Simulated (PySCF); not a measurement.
# AgF4 ([AgF4]-): the cost of one run

Programs: PySCF 2.14.0, with routines of our own; each step states its level. All values are computed. Atoms count from 0.

### 1 The system as given

5 atoms, charge -1, states of the metal's open shell are computed; geometry from: model geometry, bond lengths from ionic radii.

### 2 Ligand-field states: state-averaged CASSCF

What the job is given:

```
{"job": {"kind": "lf", "basis": {"metal": "x2c-TZVPall", "ligand": "x2c-SVPall"}, "nevpt": true}, "charge": -1, "metal": "Ag", "open_shell": "d8"}
Ag     0.000000     0.000000     0.000000
F      1.114286     1.114286     1.114286
F     -1.114286    -1.114286     1.114286
F     -1.114286     1.114286    -1.114286
F      1.114286    -1.114286    -1.114286
```

With the program's defaults for keys left out, this is: state-averaged CASSCF of the metal d shell, SC-NEVPT2 on the averaged canonical orbitals, state-interaction spin-orbit coupling.

On the command line:

```console
> OMP_NUM_THREADS=1 python lf_run.py task.json out
```

This one command runs all jobs of the session in turn.

**Question.** How long does this first job take on 1 thread of Arm Neoverse V1, shared host, and how much memory does it need?

About 8.4 s, with a peak of 0.31 GiB.
